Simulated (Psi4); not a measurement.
**InH3 (SMILES [H][In]([H])[H]) at 6 levels**

Wanted: a comparison of 6 runs (HF/STO-6G, r2SCAN/def2-SVP, PBE0/def2-TZVP, CEPA(0)/def2-SVPD, OMP2/def2-TZVP, CCSD/def2-SVP) of InH3. 

Program for the calculation: Psi4 1.11.

5 further runs of the same task are left out: 5 set aside as unsound or not needed.

## 1. The molecule

InH3: 4 atoms, total charge 0, spin state singlet. SMILES: `[H][In]([H])[H]`. The shape comes from GFN2-xTB, which is rough for such elements, and wasn't checked as a minimum.

Bond lengths: In1–H2 1.719 Å, In1–H3 1.719 Å, In1–H4 1.718 Å. Angles: H2–In1–H3 120.0°, H2–In1–H4 120.1°, H3–In1–H4 119.9°.

## 2. The energy at HF/STO-6G (Cholesky decomposition) (run 1)

File input.in:

```
memory 1600 mb

molecule molecule1 {
  0 1
  In
  H 1 1.71856
  H 1 1.718778 2 119.97745
  H 1 1.718048 2 120.12799 3 -179.91513
}

set basis STO-6G
set scf_type cd

e_tot, wfn = energy('hf', return_wfn=True)
print_variables()
```

Run with:

```
psi4 -n 1 input.in input.out
```

input.out:

```text
[...]
  Running in c1 symmetry.
[...]
  Nuclear repulsion =   45.800032158153726
[...]
  Multiplicity = 1
[...]
  Nalpha       = 26
  Nbeta        = 26
[...]
    Number of basis functions: 30
[...]
   @RHF iter   1: -5714.18737948143189   -3.14358e+00   1.53298e-02 ADIIS/DIIS
[...]
   @RHF iter   6: -5714.37455563255844   -2.78487e-09   2.01719e-07 DIIS
[...]
    Orbital Energies [Eh]
    ---------------------
    Doubly Occupied:
       1A   -997.321369     2A   -144.832431     3A   -138.450579
       4A   -138.448823     5A   -138.448821     6A    -26.395342
       7A    -24.819767     8A    -24.814393     9A    -24.814390
      10A    -16.663775    11A    -16.663184    12A    -16.663180
      13A    -16.657140    14A    -16.657134    15A     -4.027460
      16A     -3.073561    17A     -3.057940    18A     -3.057930
      19A     -0.552642    20A     -0.540684    21A     -0.540625
      22A     -0.539054    23A     -0.539049    24A     -0.432942
      25A     -0.320324    26A     -0.319976
[...]
  @RHF Final Energy: -5714.37455563255844
   => Energetics <=
    Nuclear Repulsion Energy =             45.8000321581537264
    One-Electron Energy =               -8003.0441690460820610
    Two-Electron Energy =                2242.8695812553692122
    Total Energy =                      -5714.3745556325593498
[...]
 Multipole Moments:
 ------------------------------------------------------------------------------------
     Multipole            Electronic (a.u.)      Nuclear  (a.u.)        Total (a.u.)
 ------------------------------------------------------------------------------------
 L = 1.  Multiply by 2.5417464519 to convert [e a0] to [Debye]
 Dipole X            :          0.0039763           -0.0023110            0.0016653
 Dipole Y            :         -0.0047652            0.0030391           -0.0017261
 Dipole Z            :          0.0045301           -0.0027179            0.0018122
 Magnitude           :                                                    0.0030062
[...]
```

Wall time 3.9 s (1 thread of Intel Xeon 6975P-C (Granite Rapids), shared host); peak memory 0.2 GiB.

## 3. Energy and gradient at r2SCAN/def2-SVP (core potential) (run 2)

File h3in.xyz:

```xyz
4
H3In
In     0.000640    -0.000740    -0.000540
H      1.718930    -0.027790     0.013510
H     -0.834510     1.501400    -0.017780
H     -0.885060    -1.472880     0.004810
```

File job.py:

```python
import psi4

psi4.set_memory('1600 MB')
psi4.set_num_threads(1)
psi4.set_output_file('psi4.out', False)

with open('h3in.xyz') as f:
    atoms = ''.join(f.readlines()[2:])
molecule = psi4.geometry('0 1\n' + atoms + 'symmetry c1')

options = {'basis': 'def2-SVP', 'puream': True, 'e_convergence': 1e-09, 'd_convergence': 1e-08, 'scf_type': 'pk', 'dft_radial_points': 99, 'dft_spherical_points': 590}
psi4.set_options(options)

energy_value, wavefunction = psi4.gradient("r2scan", return_wfn=True)
psi4.oeprop(wavefunction, "MULLIKEN_CHARGES", "WIBERG_LOWDIN_INDICES", "LOWDIN_CHARGES", title="R2SCAN")
print('gradient / Eh bohr^-1')
print(energy_value.np.round(6))
print(f'energy = {wavefunction.energy():.10f} Eh')
for k, v in sorted(psi4.core.scalar_variables().items()):
    print(f'{k:45s} {v:18.10f}')
```

Run with:

```
python job.py
```

psi4.out:

```text
[...]
    !!!  WARNING: ECP capability is in beta. Please check occupations closely.  !!!
[...]
  Running in c1 symmetry.
[...]
  Nuclear repulsion =   19.933362377118293
[...]
  Multiplicity = 1
[...]
  Nalpha       = 12
  Nbeta        = 12
[...]
    Number of basis functions: 41
[...]
   @RKS iter   1:  -191.89756864111652   -8.99414e-01   6.56262e-03 ADIIS/DIIS
[...]
   @RKS iter   9:  -191.94623703225085   -1.98952e-13   3.10273e-09 DIIS
[...]
  @RKS Final Energy:  -191.94623703225085
   => Energetics <=
    Nuclear Repulsion Energy =             19.9333623771182928
    One-Electron Energy =                -376.1147007515253904
    Two-Electron Energy =                 182.0763473949471063
    DFT Exchange-Correlation Energy =     -17.8412460527908294
    Empirical Dispersion Energy =           0.0000000000000000
    VV10 Nonlocal Energy =                  0.0000000000000000
    Total Energy =                       -191.9462370322508491
[...]
 Multipole Moments:
 ------------------------------------------------------------------------------------
     Multipole            Electronic (a.u.)      Nuclear  (a.u.)        Total (a.u.)
 ------------------------------------------------------------------------------------
 L = 1.  Multiply by 2.5417464519 to convert [e a0] to [Debye]
 Dipole X            :          0.0052171           -0.0038454            0.0013717
 Dipole Y            :         -0.0062779            0.0044313           -0.0018467
 Dipole Z            :         -0.0042026            0.0032446           -0.0009580
 Magnitude           :                                                    0.0024919
[...]
  -Total Gradient:
     Atom            X                  Y                   Z
    ------   -----------------  -----------------  -----------------
       1       -0.000000750512    -0.000166250649    -0.000058275540
       2       -0.002744257722     0.000079521196    -0.000001891381
       3        0.001312875287    -0.002418051152     0.000048343553
       4        0.001434621371     0.002508302359     0.000011171309
[...]
  Mulliken Charges: (a.u.)
   Center  Symbol    Alpha    Beta     Spin     Total
       1    IN    10.33671 10.33671  0.00000  0.32657
       2     H     0.55437  0.55437  0.00000 -0.10875
       3     H     0.55451  0.55451  0.00000 -0.10902
       4     H     0.55440  0.55440  0.00000 -0.10880
   Total alpha = 12.00000, Total beta = 12.00000, Total charge =  0.00000
  Lowdin Charges: (a.u.)
   Center  Symbol    Alpha    Beta     Spin     Total
       1    IN    10.34011 10.34011  0.00000  0.31977
       2     H     0.55325  0.55325  0.00000 -0.10651
[...]
```

Standard output:

```text
gradient / Eh bohr^-1
[[-1.000e-06 -1.660e-04 -5.800e-05]
 [-2.744e-03  8.000e-05 -2.000e-06]
 [ 1.313e-03 -2.418e-03  4.800e-05]
 [ 1.435e-03  2.508e-03  1.100e-05]]
energy = -191.9462370323 Eh
CURRENT ENERGY                                   -191.9462370323
CURRENT REFERENCE ENERGY                         -191.9462370323
DD SOLVATION ENERGY                                 0.0000000000
DFT FUNCTIONAL TOTAL ENERGY                      -191.9462370323
DFT TOTAL ENERGY                                 -191.9462370323
DFT VV10 ENERGY                                     0.0000000000
DFT XC ENERGY                                     -17.8412460528
GRID ELECTRONS ALPHA                               12.0000000573
GRID ELECTRONS BETA                                12.0000000573
GRID ELECTRONS TOTAL                               24.0000001147
NUCLEAR REPULSION ENERGY                           19.9333623771
ONE-ELECTRON ENERGY                              -376.1147007515
PCM POLARIZATION ENERGY                             0.0000000000
PE ENERGY                                           0.0000000000
SCF ITERATION ENERGY                             -191.9462370323
SCF ITERATIONS                                      9.0000000000
SCF TOTAL ENERGY                                 -191.9462370323
TWO-ELECTRON ENERGY                               182.0763473949
XC GRID RADIAL POINTS                              99.0000000000
XC GRID SPHERICAL POINTS                          590.0000000000
XC GRID TOTAL POINTS                           223166.0000000000
```

Run time: 7.2 s. Hardware: 1 thread of Intel Xeon 6975P-C (Granite Rapids), shared host; peak memory 0.87 GiB.

Runs 3 to 5 aren't shown in full; the table further down has their settings and results.

## 4. A single-point energy at CCSD/def2-SVP (Cholesky decomposition, core potential, Cholesky for correlation) (run 6)

File job.json:

```json
{
 "schema_name": "qcschema_input",
 "schema_version": 1,
 "molecule": {
  "schema_name": "qcschema_molecule",
  "schema_version": 2,
  "symbols": ["In", "H", "H", "H"],
  "geometry": [0.00120942, -0.0013984, -0.00102045, 3.24830693, -0.05251549, 0.0255302, -1.57699535, 2.8372348, -0.03359933, -1.672521, -2.78333981, 0.00908958],
  "molecular_charge": 0,
  "molecular_multiplicity": 1,
  "fix_symmetry": "c1"
 },
 "driver": "energy",
 "model": {
  "method": "ccsd",
  "basis": "def2-SVP"
 },
 "keywords": {
  "scf_type": "cd",
  "num_frozen_docc": 4,
  "cc_type": "cd"
 }
}
```

Run with:

```
psi4 --qcschema job.json -n 1 --memory 1600MB
```

stdout:

```text
[...]
    !!!  WARNING: ECP capability is in beta. Please check occupations closely.  !!!
[...]
  Running in c1 symmetry.
[...]
  Nuclear repulsion =   19.933362397008178
[...]
  Multiplicity = 1
[...]
  Nalpha       = 12
  Nbeta        = 12
[...]
    Number of basis functions: 41
[...]
   @RHF iter   1:  -190.89675074199866   -1.29897e+00   3.29604e-03 DIIS/ADIIS
[...]
   @RHF iter   8:  -190.90456577989323   -2.35900e-12   3.00443e-09 DIIS
[...]
    Orbital Energies [Eh]
    ---------------------
    Doubly Occupied:
       1A     -5.385913     2A     -3.647398     3A     -3.637411
       4A     -3.637405     5A     -1.034997     6A     -1.026897
       7A     -1.026893     8A     -1.022935     9A     -1.022898
      10A     -0.560903    11A     -0.405231    12A     -0.404931
[...]
  @RHF Final Energy:  -190.90456577989323
   => Energetics <=
    Nuclear Repulsion Energy =             19.9333623970081781
    One-Electron Energy =                -376.0482333069626293
    Two-Electron Energy =                 165.2103051300612151
    Total Energy =                       -190.9045657798932325
[...]
 Multipole Moments:
 ------------------------------------------------------------------------------------
     Multipole            Electronic (a.u.)      Nuclear  (a.u.)        Total (a.u.)
 ------------------------------------------------------------------------------------
 L = 1.  Multiply by 2.5417464519 to convert [e a0] to [Debye]
 Dipole X            :          0.0056794           -0.0038454            0.0018339
 Dipole Y            :         -0.0066682            0.0044313           -0.0022369
 Dipole Z            :         -0.0045710            0.0032446           -0.0013264
 Magnitude           :                                                    0.0031822
[...]
      * MP2 total energy:                  -191.005805347421
[...]
      * CCSD total energy:                 -191.029385090760
[...]
```

The result, in JSON:

```text
{
 "driver": "energy",
 "model": {
  "method": "ccsd",
  "basis": "def2-SVP"
 },
 "success": true,
 "return_result": -191.02938509076014,
 "properties": {
  "calcinfo_nbasis": 41,
  "calcinfo_nmo": 41,
  "calcinfo_nalpha": 12,
  "calcinfo_nbeta": 12,
  "calcinfo_natom": 4,
  "nuclear_repulsion_energy": 19.933362397008178,
  "return_energy": -191.02938509076014,
  "scf_one_electron_energy": -376.04823330696263,
  "scf_two_electron_energy": 165.21030513006122,
  "scf_dipole_moment": [0.0018339254128285631, -0.0022368663493742558, -0.0013264189815096385],
  "scf_total_energy": -190.90456577989323,
  "scf_iterations": 8,
  "mp2_same_spin_correlation_energy": -0.015659084952845417,
  "mp2_opposite_spin_correlation_energy": -0.08558048257493482,
  "mp2_singles_energy": 0.0,
  "mp2_doubles_energy": -0.10123956752778024,
  "mp2_correlation_energy": -0.10123956752778024,
  "mp2_total_energy": -191.00580534742102,
  "ccsd_same_spin_correlation_energy": -0.016835424734840912,
  "ccsd_opposite_spin_correlation_energy": -0.10798388613205626,
  "ccsd_singles_energy": 0.0,
  "ccsd_doubles_energy": -0.12481931086689717,
  "ccsd_correlation_energy": -0.12481931086689717,
  "ccsd_total_energy": -191.02938509076014,
  "ccsd_iterations": 12
 }
}
```

It took 1.6 s on 1 thread of Intel Xeon 6975P-C (Granite Rapids), shared host; peak memory 0.2 GiB.

## 5. All runs side by side

```tsv
run	level	task	integrals	energy (Eh)	HOMO energy (eV)	LUMO energy (eV)	HOMO–LUMO gap (eV)	wall time
1	HF/STO-6G (Cholesky decomposition)	energy	cd	-5714.374556	-8.71	5.62	14.32	3.9 s
2	r2SCAN/def2-SVP (core potential)	gradient	pk	-191.946237	-7.24	-2.28	4.97	7.2 s
3	PBE0/def2-TZVP (core potential)	gradient	pk	-191.885170	-8.17	-1.89	6.28	6.6 s
4	CEPA(0)/def2-SVPD (density fitting, core potential)	energy	df	-191.044114	-11.04	0.61	11.66	1.9 s
5	OMP2/def2-TZVP (density fitting, core potential, density fitting for correlation)	properties	df	-191.214670	-11.05	0.44	11.49	3.3 s
6	CCSD/def2-SVP (Cholesky decomposition, core potential, Cholesky for correlation)	energy	cd	-191.029385	-11.02	0.64	11.65	1.6 s
```

## 6. Summary of results

| quantity | value |
| --- | --- |
| run 6: total energy | -191.02939 Eh |
| run 6: HOMO energy (Hartree–Fock orbitals) | -11.02 eV |
| run 6: LUMO energy (Hartree–Fock orbitals) | 0.64 eV |
| run 6: HOMO–LUMO gap (Hartree–Fock orbitals) | 11.65 eV |
| run 6: correlation energy (4 core orbitals frozen) | -124.8 mEh |
| run 6: T1 diagnostic | 0.009 |

What this shows: Over runs 1, 2, 3 the HOMO–LUMO gap runs from 4.97 eV (r2SCAN/def2-SVP) to 14.32 eV (HF/STO-6G). The two ends differ in method and basis and core potential. Totals of different functionals can't be ranked against each other. Some runs of one species differ in core potentials or relativity; totals across that change don't compare. In run 1 the basis is minimal, so the values are rough. In run 1 relativity is left out where basis or elements ask for it. All runs together took 25 s, the longest 7.2 s.
